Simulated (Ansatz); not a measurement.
# Mg2CdSe3: the cost of one run

Computed with Ansatz 0.2.0 (DFT PBE, scalar-relativistic, plane waves, PAW, unless a step's input says otherwise).

## (1) Starting point

It takes space group I4/mmm (No. 139, tetragonal). The conventional cell has a = 3.955 Å, b = 3.955 Å, c = 16.805 Å, α = 90.00°, β = 90.00°, γ = 90.00°. Mg (site symmetry 4mm) has 6 Se at 2.75 to 2.80 Å in its first shell of neighbours. Cd (site symmetry 4/mmm) has 6 Se at 2.80 to 2.85 Å in its first shell of neighbours. Around Se (site symmetry 4mm) lie 5 Mg at 2.75 to 2.80 Å and 1 Cd at 2.85 Å. Around Se (site symmetry 4/mmm) lie 4 Cd at 2.80 Å and 2 Mg at 2.80 Å.

As a file:

```xyz
6
Lattice="-1.9777 1.9777 8.4025 1.9777 -1.9777 8.4025 1.9777 1.9777 -8.4025" Properties=species:S:1:pos:R:3 pbc="T T T"
Mg    0.0000    0.0000   11.2071
Mg    0.0000    0.0000    5.5978
Cd    0.0000    0.0000    0.0000
Se    0.0000    0.0000   13.9553
Se    0.0000    0.0000    8.4025
Se    0.0000    0.0000    2.8496
```

The cell was relaxed beforehand at this level, from a generated guess; it is a trial structure. At a tolerance of 0.02 Å it has space group I4/mmm (No. 139); it has 21.91 Å³/atom, an uncorrected energy of -0.97 eV/atom over the elements.

## (2) Electronic structure at the relaxed geometry

input.yaml

```yaml
crystal:
  lattice:
    - [-1.9776513, 1.9776513, 8.4024623]
    - [1.9776513, -1.9776513, 8.4024623]
    - [1.9776513, 1.9776513, -8.4024623]
  atoms:
    - { symbol: Mg, position: [0.666893, 0.666893, 0.0] }
    - { symbol: Mg, position: [0.333107, 0.333107, 0.0] }
    - { symbol: Cd, position: [0.0, 0.0, 0.0] }
    - { symbol: Se, position: [0.830431, 0.830431, 0.0] }
    - { symbol: Se, position: [0.5, 0.5, 0.0] }
    - { symbol: Se, position: [0.169569, 0.169569, 0.0] }
basis:
  ecutwfc: 420
kpoints:
  mp_grid: { grid: [12, 12, 12] }
  band_path:
    path:
      - [[0.0, 0.0, 0.0], [0.0, 0.0, 0.5], [0.25, 0.25, 0.25], [0.0, 0.5, 0.0], [0.0, 0.0, 0.0], [0.5, 0.5, -0.5], [0.26384925, 0.73615075, -0.26384925]]
      - [[-0.26384925, 0.26384925, 0.26384925], [0.0, 0.0, 0.0]]
      - [[0.0, 0.0, 0.5], [-0.0276985, 0.0276985, 0.5]]
      - [[0.5, 0.5, -0.0276985], [0.5, 0.5, -0.5]]
    npoints: 14
hamiltonian:
  xc: pbe
scf:
  occupations: { method: gaussian, width: 0.02 }
  n_extra_bands: 15
output:
  forces: true
  stress: true
  eigenvalues: true
  populations: true
  dos: { projected: true, de: 0.02, nscf_kmesh: { grid: [18, 18, 18] } }
  bader: true
  write_density: true
  write_potential: true
  elf: true
  volumetric_format: npy
```

Started as:

```sh
$ ansatz run input.yaml --threads 4 --pin off --max-ram 8192MiB --backend cpu --events-out ev --progress --plain --runs-dir out
```

Q: Estimate wall time and peak memory on 4 threads of Arm Neoverse V2, shared host.

About 67 s, with a peak of 2.1 GiB.
